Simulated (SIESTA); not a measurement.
BiTe:

```xyz
2
Lattice="4.3394 0.0000 0.0000 1.6342 4.0199 0.0000 1.6342 1.0997 3.8666" Properties=species:S:1:pos:R:3 pbc="T T T"
Bi    3.8039    2.5598    1.9333
Te    0.0000    0.0000    0.0000
```

The cell comes from a database or a generator and needn't be the stable form of this composition.

Base run:

```yaml
Program: SIESTA 5.4.2
Functional: PBE
Potentials_or_basis: PseudoDojo 0.4 standard (PBE files)
Basis: DZP (energy shift 0.003 Ry; two zetas on semicore shells)
Grid_cutoff: 500 Ry
Energy_shift: 0.003 Ry
k_mesh: 7 × 7 × 7
Occupations: fermi-dirac, width 0.05 eV
Spin: no spin polarisation
```

Its results: band gap on the k mesh none (metal or under the smearing width); pressure 1.0 GPa.

Task: The run is repeated on the same cell with these changes: potentials or basis from PseudoDojo 0.4 standard (PBE files) to PseudoDojo 0.4 standard (PBE files, fully relativistic); spin from no spin polarisation to non-collinear spin, zero start, spin-orbit coupling. What comes out?

Result: Band gap on the k mesh none (metal or under the smearing width); pressure 1.9 GPa; net moment 0.00 μB per cell.

Caveats: the basis of atomic orbitals isn't converged, which shifts pressures, moduli and gaps; spin-orbit coupling is left out, which moves the levels of the heavy elements (some runs).
